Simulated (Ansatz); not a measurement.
# CH₄O₂Se: a ladder of functionals and wavefunction methods

How much do the methods differ for CH₄O₂Se? The plan is to run it at one geometry with functionals of several rungs and with coupled cluster, and see how far each lands from CCSD(T) at the basis-set limit for the atomisation energy.

Computed with Ansatz 0.2.0, Gaussian basis. Level: functionals in def2-TZVPP, the program's frozen cores in correlated methods.

Levels to be run: LDA (SPW92), PBE-D4, revPBE-D4, BLYP-D4, r2SCAN-D4, B97M-V, PBE0-D4, B3LYP-D4, r2SCANh-D4, r2SCAN0-D4, HSE06-D4, BHLYP-D4, CAM-B3LYP-D4, LC-ωPBE, ωB97X-V, ωB97M-V, B2PLYP, PBE-QIDH; CCSD(T)/def2-SVP; CCSD(T)/def2-TZVPP; MP2/def2-QZVPP; extrapolation to the limit; RPA on PBE.

## (1) The relaxed structure

The geometry comes from an earlier relaxation with PBE0-D4 in a triple-zeta def2 set; it is a stationary point, not always the lowest conformer.

SMILES `OC(O)[SeH]`, 8 atoms, charge 0, spin multiplicity 1.

Atoms are counted from 1 here; the program's logs count them from 0.

Bond lengths: O1–C2 1.373 Å, O1–H5 0.961 Å, C2–O3 1.373 Å, C2–Se4 2.016 Å, C2–H6 1.101 Å, O3–H7 0.961 Å, Se4–H8 1.468 Å. Angles: C2–O1–H5 108.3°, O1–C2–O3 105.2°, O1–C2–Se4 112.6°, O1–C2–H6 112.3°, O3–C2–Se4 112.5°, O3–C2–H6 112.3°, Se4–C2–H6 102.2°, C2–O3–H7 108.2°, C2–Se4–H8 92.4°.

## (2) LDA

This LDA is Slater exchange with PW92 correlation.

in.yaml

```yaml
crystal:
  periodic: [false, false, false]
  atoms:
    - {symbol: O, position_ang: [-0.580272, 0.976299, -0.858613]}
    - {symbol: C, position_ang: [0.163192, 0.372045, 0.125202]}
    - {symbol: O, position_ang: [1.362353, 0.064115, -0.469007]}
    - {symbol: Se, position_ang: [-0.752233, -1.247594, 0.901363]}
    - {symbol: H, position_ang: [-1.464283, 1.132279, -0.514960]}
    - {symbol: H, position_ang: [0.287819, 1.015571, 1.009745]}
    - {symbol: H, position_ang: [1.883346, -0.450410, 0.153668]}
    - {symbol: H, position_ang: [-0.807823, -1.919408, -0.403198]}
basis:
  gaussian: {orbitals: def2-TZVPP}
hamiltonian: {xc: lda}
output: {orbitals: {seedname: orbitals}}
```

The run is started by

```console
$ ansatz run in.yaml --threads 2 --pin off --events-out ev --progress --plain --max-ram 4352MiB
```

After this run come: PBE-D4 (GGA); revPBE-D4 (GGA); BLYP-D4 (GGA); r2SCAN-D4 (meta-GGA); B97M-V (meta-GGA); PBE0-D4 (hybrid); B3LYP-D4 (hybrid); r2SCANh-D4 (hybrid); r2SCAN0-D4 (hybrid); HSE06-D4 (hybrid); BHLYP-D4 (hybrid); CAM-B3LYP-D4 (range-separated); LC-ωPBE (range-separated); ωB97X-V (range-separated); ωB97M-V (range-separated); B2PLYP (double hybrid); PBE-QIDH (double hybrid); CCSD(T) in def2-SVP; CCSD(T) in def2-TZVPP; MP2 in def2-QZVPP; RPA on PBE orbitals.

Before running them: what should the planned runs give, taken together? Wanted: atomisation energy, CCSD(T)/CBS; farthest beyond LDA; mean size of error, GGA; mean size of error, meta-GGA; mean size of error, hybrid; mean size of error, range-separated; mean size of error, double hybrid; gap, smallest and largest; T1 diagnostic.

As calculated:

```
                               quantity                                                                                               value
        atomisation energy, CCSD(T)/CBS                                                                                       2765.1 kJ/mol
 functionals within 27.7 kJ/mol (1.0 %)  revPBE-D4, BLYP-D4, r2SCAN-D4, B97M-V, PBE0-D4, B3LYP-D4, HSE06-D4, CAM-B3LYP-D4, ωB97X-V, ωB97M-V
                    farthest beyond LDA                                                                            BHLYP-D4 (-162.8 kJ/mol)
                mean size of error, GGA                                                                                         31.1 kJ/mol
           mean size of error, meta-GGA                                                                                         12.1 kJ/mol
             mean size of error, hybrid                                                                                         54.6 kJ/mol
    mean size of error, range-separated                                                                                         19.8 kJ/mol
      mean size of error, double hybrid                                                                                         52.6 kJ/mol
              gap, smallest and largest                                                               4.47 eV (BLYP-D4), 11.60 eV (LC-ωPBE)
                          T1 diagnostic                                                                                              0.0106
triples share of the correlation energy                                                                                               3.7 %
```

In words: LDA overbinds by 527.3 kJ/mol (19 %). PBE-D4 misses by +80.7 kJ/mol. Double hybrids carry the basis error of their MP2 part in triple zeta, and no dispersion term here, so their miss is partly the set-up's. The rungs meta-GGA, range-separated miss on average by less than the doubt on the reference (27.7 kJ/mol), so they tie. The reference freezes the cores and leaves out relativity and excitations past (T), and its outer-core shells are covered unevenly, so misses under about 27.7 kJ/mol can't be ranked. All levels share the lack of spin-orbit coupling, which lowers the free heavy atoms and so the true binding. Hartree-Fock recovers 64 % of the binding; the rest is correlation. CCSD(T) in def2-SVP is off by -206.2 kJ/mol, more than most functionals: a good method in a small basis is no reference. The gap grows from 4.5 to 11.6 eV across the functionals, mostly with the share of exact exchange. Correlated methods include outer-core shells of Se, which these sets cover unevenly.
